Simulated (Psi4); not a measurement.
# UHF/def2-TZVPPD (sweep point 5) run of BHBr (SMILES [BH]Br)

What is the vertical electron affinity of BHBr at UHF/def2-TZVPPD (sweep point 5)? 

The calculation is run with Psi4 1.11.

## Step 1: The structure to begin with

The species is BHBr (3 atoms), meant as a doublet with charge 0. As SMILES, `[BH]Br`. The coordinates come from a PBE0-D4/def2-TZVP relaxation.

Bond lengths: B1–Br2 1.868 Å, B1–H3 1.193 Å. Angles: Br2–B1–H3 123.6°.

## Step 2: The energy at UHF/def2-TZVPPD (sweep point 5)

job.inp

```
memory 1.6 GB

molecule geom {
  0 2
  B     -0.094500    -0.523000    -0.115700
  Br     1.181000     0.563200     0.709800
  H     -1.097400    -0.105000    -0.607300
  symmetry c1
}

set {
  reference uhf
  puream true
  scf_type pk
  maxiter 150
}

energy_value, wavefunction = energy('hf/def2-TZVPPD', return_wfn=True)
print_variables()
```

Command:

```
$ psi4 -n 1 job.inp job.out
```

job.out:

```text
Psi4 1.11 release

   => Loading Basis Set <=

    Name: DEF2-TZVPPD
    Role: ORBITAL
    Keyword: BASIS

         ---------------------------------------------------------
                                   SCF
                              UHF Reference
                        1 Threads,   1525 MiB Core
         ---------------------------------------------------------

  ==> Geometry <==

    Molecular point group: c1
    Full point group: Cs

    Geometry (in Angstrom), charge = 0, multiplicity = 2:

       Center              X                  Y                   Z               Mass
    ------------   -----------------  -----------------  -----------------  -----------------
         B           -1.302180123604    -0.952886260742     0.000000000000    11.009305360000
         BR           0.212538433021     0.139729240803    -0.000000000000    78.918337600000
         H           -2.418159023378    -0.532417397139    -0.000000000000     1.007825032230

  Running in c1 symmetry.

  Rotational constants: A =     19.86685  B =      0.43113  C =      0.42198 [cm^-1]
  Rotational constants: A = 595593.16771  B =  12925.05645  C =  12650.52551 [MHz]
  Nuclear repulsion =   58.623728353523035

  Charge       = 0
  Multiplicity = 2
  Electrons    = 41
  Nalpha       = 21
  Nbeta        = 20

  ==> Algorithm <==

  SCF Algorithm Type is PK.
  DIIS enabled.
  MOM disabled.
  Fractional occupation disabled.
  Guess Type is SAD.
  Energy threshold   = 1.00e-06
  Density threshold  = 1.00e-06
  Integral threshold = 1.00e-12

  ==> Primary Basis <==

  Basis Set: DEF2-TZVPPD
    Blend: DEF2-TZVPPD
    Number of shells: 39
    Number of basis functions: 111
    Number of Cartesian functions: 126
    Spherical Harmonics?: true
    Max angular momentum: 3

  ==> Integral Setup <==

  Using in-core PK algorithm.
   Calculation information:
      Number of atoms:                   3
      Number of AO shells:              39
      Number of primitives:             73
      Number of atomic orbitals:       126
      Number of basis functions:       111

      Integral cutoff                 1.00e-12
      Number of threads:                 1

  Performing in-core PK
  Using 38644872 doubles for integral storage.
  We computed 294280 shell quartets total.
  Whereas there are 304590 unique shell quartets.

  ==> DiskJK: Disk-Based J/K Matrices <==

    J tasked:                  Yes
    K tasked:                  Yes
    wK tasked:                  No
    Memory [MiB]:             1144
    Schwarz Cutoff:          1E-12

  Minimum eigenvalue in the overlap matrix is 5.1006059427E-04.
  Reciprocal condition number of the overlap matrix is 7.8808654828E-05.
    Using symmetric orthogonalization.

  ==> Pre-Iterations <==

  SCF Guess: Superposition of Atomic Densities via on-the-fly atomic UHF (no occupation information).

   -------------------------
    Irrep   Nso     Nmo
   -------------------------
     A        111     111
   -------------------------
    Total     111     111
   -------------------------

  ==> Iterations <==

                        Total Energy        Delta E     RMS |[F,P]|

   @UHF iter SAD: -2595.49628175831549   -2.59550e+03   0.00000e+00
   @UHF iter   1: -2597.44155218173819   -1.94527e+00   1.07928e-02 ADIIS/DIIS
   @UHF iter   2: -2597.58714584399604   -1.45594e-01   6.02556e-03 ADIIS/DIIS
   @UHF iter   3: -2597.64816285961660   -6.10170e-02   3.16067e-04 ADIIS/DIIS
   @UHF iter   4: -2597.64934064147883   -1.17778e-03   1.01455e-04 ADIIS/DIIS
   @UHF iter   5: -2597.64955637799676   -2.15737e-04   4.25995e-05 DIIS
   @UHF iter   6: -2597.64960734672832   -5.09687e-05   1.39159e-05 DIIS
   @UHF iter   7: -2597.64961344612129   -6.09939e-06   4.46634e-06 DIIS
   @UHF iter   8: -2597.64961408596855   -6.39847e-07   1.36990e-06 DIIS
   @UHF iter   9: -2597.64961414828940   -6.23209e-08   4.80741e-07 DIIS
  Energy and wave function converged.

  ==> Post-Iterations <==

   @Spin Contamination Metric:   5.837047736E-03
   @S^2 Expected:                7.500000000E-01
   @S^2 Observed:                7.558370477E-01
   @S   Expected:                5.000000000E-01
   @S   Observed:                5.000000000E-01

    Orbital Energies [Eh]
    ---------------------

    Alpha Occupied:

       1A   -490.036104     2A    -65.178584     3A    -58.533478
       4A    -58.532760     5A    -58.532639     6A     -9.852144
       7A     -7.693363     8A     -7.462497     9A     -7.458964
      10A     -7.458325    11A     -3.204223    12A     -3.202666
      13A     -3.201358    14A     -3.197590    15A     -3.197477
      16A     -1.048189    17A     -0.688773    18A     -0.542196
      19A     -0.470411    20A     -0.451552    21A     -0.347398

    Alpha Virtual:

      22A      0.041661    23A      0.046453    24A      0.061925
      25A      0.069768    26A      0.073927    27A      0.122111
      28A      0.155556    29A      0.166555    30A      0.171484
      31A      0.200893    32A      0.203844    33A      0.227060
      34A      0.231614    35A      0.252286    36A      0.259422
      37A      0.263085    38A      0.273734    39A      0.276900
      40A      0.292326    41A      0.314757    42A      0.357649
      43A      0.393121    44A      0.407802    45A      0.420127
      46A      0.474469    47A      0.558714    48A      0.571339
      49A      0.572808    50A      0.589052    51A      0.608989
      52A      0.620839    53A      0.635223    54A      0.685577
      55A      0.696289    56A      0.726211    57A      0.817343
      58A      0.821887    59A      0.914558    60A      0.974094
      61A      1.092871    62A      1.173019    63A      1.174006
      64A      1.249235    65A      1.282450    66A      1.311333
      67A      1.479773    68A      1.622063    69A      1.622276
      70A      1.673875    71A      1.700552    72A      1.713393
      73A      1.732052    74A      1.767977    75A      1.776784
      76A      1.793611    77A      1.813689    78A      1.904241
      79A      1.952232    80A      2.039280    81A      2.040176
      82A      2.073386    83A      2.080313    84A      2.100696
      85A      2.109812    86A      2.183310    87A      2.206048
      88A      2.261492    89A      2.296066    90A      2.339986
      91A      2.638019    92A      2.716718    93A      2.751541
      94A      2.783949    95A      3.108157    96A      3.427862
      97A      3.775626    98A      3.808416    99A      4.282559
     100A      4.377780   101A      4.512076   102A      4.556893
     103A      4.581567   104A      4.587921   105A      4.658834
     106A      4.724734   107A      4.766341   108A      4.840506
     109A      5.031504   110A      8.319821   111A     14.939290

    Beta Occupied:

       1A   -490.035824     2A    -65.178358     3A    -58.533025
       4A    -58.532856     5A    -58.532013     6A     -9.851525
       7A     -7.672530     8A     -7.461738     9A     -7.459267
      10A     -7.456661    11A     -3.203943    12A     -3.202558
      13A     -3.200410    14A     -3.197220    15A     -3.196999
      16A     -1.039640    17A     -0.645499    18A     -0.520414
      19A     -0.452097    20A     -0.436524

    Beta Virtual:

      21A      0.038830    22A      0.059956    23A      0.060614
      24A      0.066274    25A      0.081265    26A      0.092026
      27A      0.124635    28A      0.167842    29A      0.171372
      30A      0.177780    31A      0.207340    32A      0.208058
      33A      0.231184    34A      0.237931    35A      0.256225
      36A      0.260873    37A      0.271085    38A      0.275487
      39A      0.301043    40A      0.307304    41A      0.332005
      42A      0.379249    43A      0.399903    44A      0.411245
      45A      0.431704    46A      0.486744    47A      0.578459
      48A      0.582723    49A      0.584478    50A      0.589867
      51A      0.615434    52A      0.625505    53A      0.639893
      54A      0.709783    55A      0.721898    56A      0.746272
      57A      0.831138    58A      0.833980    59A      0.934100
      60A      0.991526    61A      1.128019    62A      1.184275
      63A      1.219952    64A      1.258557    65A      1.289514
      66A      1.319633    67A      1.489174    68A      1.625665
      69A      1.632255    70A      1.684094    71A      1.710022
      72A      1.720158    73A      1.739662    74A      1.774684
      75A      1.783853    76A      1.796206    77A      1.820254
      78A      1.906494    79A      1.961700    80A      2.050506
      81A      2.061250    82A      2.074605    83A      2.090270
      84A      2.139606    85A      2.151012    86A      2.197426
      87A      2.229916    88A      2.277696    89A      2.334985
      90A      2.354524    91A      2.652240    92A      2.723329
      93A      2.762641    94A      2.803757    95A      3.117178
      96A      3.435601    97A      3.781017    98A      3.814462
      99A      4.287246   100A      4.383218   101A      4.515757
     102A      4.562035   103A      4.583271   104A      4.589683
     105A      4.659313   106A      4.729470   107A      4.769889
     108A      4.845488   109A      5.037150   110A      8.320820
     111A     14.959575

    Final Occupation by Irrep:
              A
    DOCC [    20 ]
    SOCC [     1 ]
    NA   [    21 ]
    NB   [    20 ]

  @UHF Final Energy: -2597.64961414828940

   => Energetics <=

    Nuclear Repulsion Energy =             58.6237283535230347
    One-Electron Energy =               -3732.4468462666604864
    Two-Electron Energy =                1076.1735037648484195
    Total Energy =                      -2597.6496141482894018

  UHF NO Occupations:
  HONO-2 :   19  A 1.9995359
  HONO-1 :   20  A 1.9983012
  HONO-0 :   21  A 1.0000000
  LUNO+0 :   22  A 0.0016988
  LUNO+1 :   23  A 0.0004641
  LUNO+2 :   24  A 0.0004616
  LUNO+3 :   25  A 0.0002563

Computation Completed

Properties will be evaluated at   0.000000,   0.000000,   0.000000 [a0]

Properties computed using the SCF density matrix

 Multipole Moments:

 ------------------------------------------------------------------------------------
     Multipole            Electronic (a.u.)      Nuclear  (a.u.)        Total (a.u.)
 ------------------------------------------------------------------------------------

 L = 1.  Multiply by 2.5417464519 to convert [e a0] to [Debye]
 Dipole X            :          2.5758663           -2.8160972           -0.2402310
 Dipole Y            :          0.7984738           -0.7678435            0.0306303
 Dipole Z            :         -0.0000005           -0.0000000           -0.0000005
 Magnitude           :                                                    0.2421759

 ------------------------------------------------------------------------------------

	total time  =          5 seconds =       0.08 minutes

  Variable Map:
  ----------------------------------------------------------------------------
  "CURRENT ENERGY"           =>   -2597.649614148289
  "CURRENT REFERENCE ENERGY" =>   -2597.649614148289
  "DD SOLVATION ENERGY"      =>       0.000000000000
  "HF KINETIC ENERGY"        =>    2597.577876739782
  "HF POTENTIAL ENERGY"      =>   -5195.227490888072
  "HF TOTAL ENERGY"          =>   -2597.649614148289
  "HF VIRIAL RATIO"          =>       2.000027617039
  "NUCLEAR REPULSION ENERGY" =>      58.623728353523
  "ONE-ELECTRON ENERGY"      =>   -3732.446846266660
  "PCM POLARIZATION ENERGY"  =>       0.000000000000
  "PE ENERGY"                =>       0.000000000000
  "SCF ITERATION ENERGY"     =>   -2597.649614148289
  "SCF ITERATIONS"           =>       9.000000000000
  "SCF TOTAL ENERGY"         =>   -2597.649614148289
  "TWO-ELECTRON ENERGY"      =>    1076.173503764848

  Array Variable Map:
  ----------------------------------------------------------------------------
  "CURRENT DIPOLE"           =>      -0.240230986760 ... -0.000000534671 1 by 3
  "SCF DIPOLE"               =>      -0.240230986760 ... -0.000000534671 1 by 3
  "SCF TOTAL ENERGIES"       =>   -2595.496281758315 ... -2597.649614148289 1 by 10

    Psi4 run time: 0:00:04.61
```

Wall time 6 s (1 thread of Intel Xeon Platinum 8259CL at 2.50GHz (Skylake/Cascade Lake), shared host); peak memory 0.51 GiB.

## Step 3: The singlet anion, same level

bbrh.inp

```
memory 1.6 GB

molecule mol {
  -1 1
  B     -0.094500    -0.523000    -0.115700
  Br     1.181000     0.563200     0.709800
  H     -1.097400    -0.105000    -0.607300
  units angstrom
  symmetry c1
}

set basis def2-TZVPPD
set reference rhf
set puream true
set scf_type pk

energy('hf')
```

Command:

```
$ psi4 -n 1 bbrh.inp bbrh.out
```

bbrh.out:

```text
Psi4 1.11 release

   => Loading Basis Set <=

    Name: DEF2-TZVPPD
    Role: ORBITAL
    Keyword: BASIS

         ---------------------------------------------------------
                                   SCF
                              RHF Reference
                        1 Threads,   1525 MiB Core
         ---------------------------------------------------------

  ==> Geometry <==

    Molecular point group: c1
    Full point group: Cs

    Geometry (in Angstrom), charge = -1, multiplicity = 1:

       Center              X                  Y                   Z               Mass
    ------------   -----------------  -----------------  -----------------  -----------------
         B           -1.302180123604    -0.952886260742     0.000000000000    11.009305360000
         BR           0.212538433021     0.139729240803    -0.000000000000    78.918337600000
         H           -2.418159023378    -0.532417397139    -0.000000000000     1.007825032230

  Running in c1 symmetry.

  Rotational constants: A =     19.86685  B =      0.43113  C =      0.42198 [cm^-1]
  Rotational constants: A = 595593.16771  B =  12925.05645  C =  12650.52551 [MHz]
  Nuclear repulsion =   58.623728353523035

  Charge       = -1
  Multiplicity = 1
  Electrons    = 42
  Nalpha       = 21
  Nbeta        = 21

  ==> Algorithm <==

  SCF Algorithm Type is PK.
  DIIS enabled.
  MOM disabled.
  Fractional occupation disabled.
  Guess Type is SAD.
  Energy threshold   = 1.00e-06
  Density threshold  = 1.00e-06
  Integral threshold = 1.00e-12

  ==> Primary Basis <==

  Basis Set: DEF2-TZVPPD
    Blend: DEF2-TZVPPD
    Number of shells: 39
    Number of basis functions: 111
    Number of Cartesian functions: 126
    Spherical Harmonics?: true
    Max angular momentum: 3

  ==> Integral Setup <==

  Using in-core PK algorithm.
   Calculation information:
      Number of atoms:                   3
      Number of AO shells:              39
      Number of primitives:             73
      Number of atomic orbitals:       126
      Number of basis functions:       111

      Integral cutoff                 1.00e-12
      Number of threads:                 1

  Performing in-core PK
  Using 38644872 doubles for integral storage.
  We computed 294280 shell quartets total.
  Whereas there are 304590 unique shell quartets.

  ==> DiskJK: Disk-Based J/K Matrices <==

    J tasked:                  Yes
    K tasked:                  Yes
    wK tasked:                  No
    Memory [MiB]:             1144
    Schwarz Cutoff:          1E-12

  Minimum eigenvalue in the overlap matrix is 5.1006059427E-04.
  Reciprocal condition number of the overlap matrix is 7.8808654828E-05.
    Using symmetric orthogonalization.

  ==> Pre-Iterations <==

  SCF Guess: Superposition of Atomic Densities via on-the-fly atomic UHF (no occupation information).

   -------------------------
    Irrep   Nso     Nmo
   -------------------------
     A        111     111
   -------------------------
    Total     111     111
   -------------------------

  ==> Iterations <==

                        Total Energy        Delta E     RMS |[F,P]|

   @RHF iter SAD: -2595.49628175831549   -2.59550e+03   0.00000e+00
   @RHF iter   1: -2597.37167164010270   -1.87539e+00   1.09728e-02 DIIS/ADIIS
   @RHF iter   2: -2597.55329554017180   -1.81624e-01   6.12394e-03 DIIS/ADIIS
   @RHF iter   3: -2597.61391677772463   -6.06212e-02   2.66099e-04 DIIS/ADIIS
   @RHF iter   4: -2597.61491151276550   -9.94735e-04   8.11367e-05 DIIS
   @RHF iter   5: -2597.61521073596305   -2.99223e-04   4.32561e-05 DIIS
   @RHF iter   6: -2597.61527983377164   -6.90978e-05   1.62595e-05 DIIS
   @RHF iter   7: -2597.61530151882380   -2.16851e-05   6.34330e-06 DIIS
   @RHF iter   8: -2597.61530501114066   -3.49232e-06   1.94857e-06 DIIS
   @RHF iter   9: -2597.61530531419567   -3.03055e-07   5.02742e-07 DIIS
  Energy and wave function converged.

  ==> Post-Iterations <==

    Orbital Energies [Eh]
    ---------------------

    Doubly Occupied:

       1A   -489.827672     2A    -64.970490     3A    -58.325031
       4A    -58.324935     5A    -58.324503     6A     -9.644194
       7A     -7.416723     8A     -7.254040     9A     -7.251968
      10A     -7.250174    11A     -2.995844    12A     -2.994778
      13A     -2.993086    14A     -2.990481    15A     -2.990234
      16A     -0.835694    17A     -0.440175    18A     -0.309479
      19A     -0.251439    20A     -0.245980    21A     -0.017996

    Virtual:

      22A      0.157931    23A      0.181757    24A      0.187602
      25A      0.205147    26A      0.262663    27A      0.273165
      28A      0.311085    29A      0.336241    30A      0.339322
      31A      0.360556    32A      0.376472    33A      0.389334
      34A      0.402970    35A      0.410859    36A      0.415747
      37A      0.422458    38A      0.425729    39A      0.477484
      40A      0.483998    41A      0.505933    42A      0.544310
      43A      0.575799    44A      0.581830    45A      0.609059
      46A      0.667841    47A      0.761690    48A      0.766880
      49A      0.768136    50A      0.773676    51A      0.798604
      52A      0.807633    53A      0.813379    54A      0.907103
      55A      0.926261    56A      0.941045    57A      1.033770
      58A      1.043000    59A      1.146670    60A      1.212106
      61A      1.340219    62A      1.408146    63A      1.431746
      64A      1.478595    65A      1.495843    66A      1.531602
      67A      1.696132    68A      1.832220    69A      1.846240
      70A      1.890229    71A      1.919975    72A      1.926140
      73A      1.949809    74A      1.975561    75A      1.985983
      76A      1.997515    77A      2.026081    78A      2.110259
      79A      2.168461    80A      2.257073    81A      2.274532
      82A      2.292499    83A      2.297147    84A      2.378780
      85A      2.390793    86A      2.420751    87A      2.473861
      88A      2.497712    89A      2.574522    90A      2.591811
      91A      2.883388    92A      2.949219    93A      2.991779
      94A      3.037748    95A      3.341327    96A      3.665118
      97A      4.011649    98A      4.045107    99A      4.516315
     100A      4.611739   101A      4.738421   102A      4.773553
     103A      4.793533   104A      4.797441   105A      4.866319
     106A      4.948898   107A      4.992239   108A      5.065621
     109A      5.268907   110A      8.526130   111A     15.215628

    Final Occupation by Irrep:
              A
    DOCC [    21 ]
    NA   [    21 ]
    NB   [    21 ]

  @RHF Final Energy: -2597.61530531419567

   => Energetics <=

    Nuclear Repulsion Energy =             58.6237283535230347
    One-Electron Energy =               -3741.1684899885372033
    Two-Electron Energy =                1084.9294563208190993
    Total Energy =                      -2597.6153053141952114

Computation Completed

Properties will be evaluated at   0.000000,   0.000000,   0.000000 [a0]

Properties computed using the SCF density matrix

 Multipole Moments:

 ------------------------------------------------------------------------------------
     Multipole            Electronic (a.u.)      Nuclear  (a.u.)        Total (a.u.)
 ------------------------------------------------------------------------------------

 L = 1.  Multiply by 2.5417464519 to convert [e a0] to [Debye]
 Dipole X            :          4.3395228           -2.8160972            1.5234255
 Dipole Y            :          3.1025555           -0.7678435            2.3347120
 Dipole Z            :         -0.0000010           -0.0000000           -0.0000010
 Magnitude           :                                                    2.7877779

 ------------------------------------------------------------------------------------

	total time  =          4 seconds =       0.07 minutes

    Psi4 run time: 0:00:04.18
```

It took 5.7 s on 1 thread of Intel Xeon Platinum 8259CL at 2.50GHz (Skylake/Cascade Lake), shared host; peak memory 0.51 GiB.

## Step 4: Results

Level: UHF/def2-TZVPPD (sweep point 5).

| quantity | value |
| --- | --- |
| doublet BHBr: total energy | -2597.64961 Eh |
| doublet BHBr: dipole moment | 0.62 D |
| doublet BHBr: HOMO energy (highest over α and β) | -9.45 eV |
| doublet BHBr: LUMO energy (lowest over α and β) | 1.06 eV |
| doublet BHBr: ⟨S²⟩ | 0.756 |
| singlet anion: total energy | -2597.61531 Eh |
| singlet anion: HOMO energy | -0.49 eV |
| singlet anion: LUMO energy | 4.30 eV |
| singlet anion: HOMO–LUMO gap (to an unbound level, set by the basis) | 4.79 eV |
| vertical electron affinity (to the singlet anion) | -0.934 eV |

**Reading.** The anion lies 0.93 eV (21.5 kcal/mol) above the neutral: the electron isn't bound at this level, and such a value depends on the basis. Hartree–Fock misses the correlation that binds many anions.
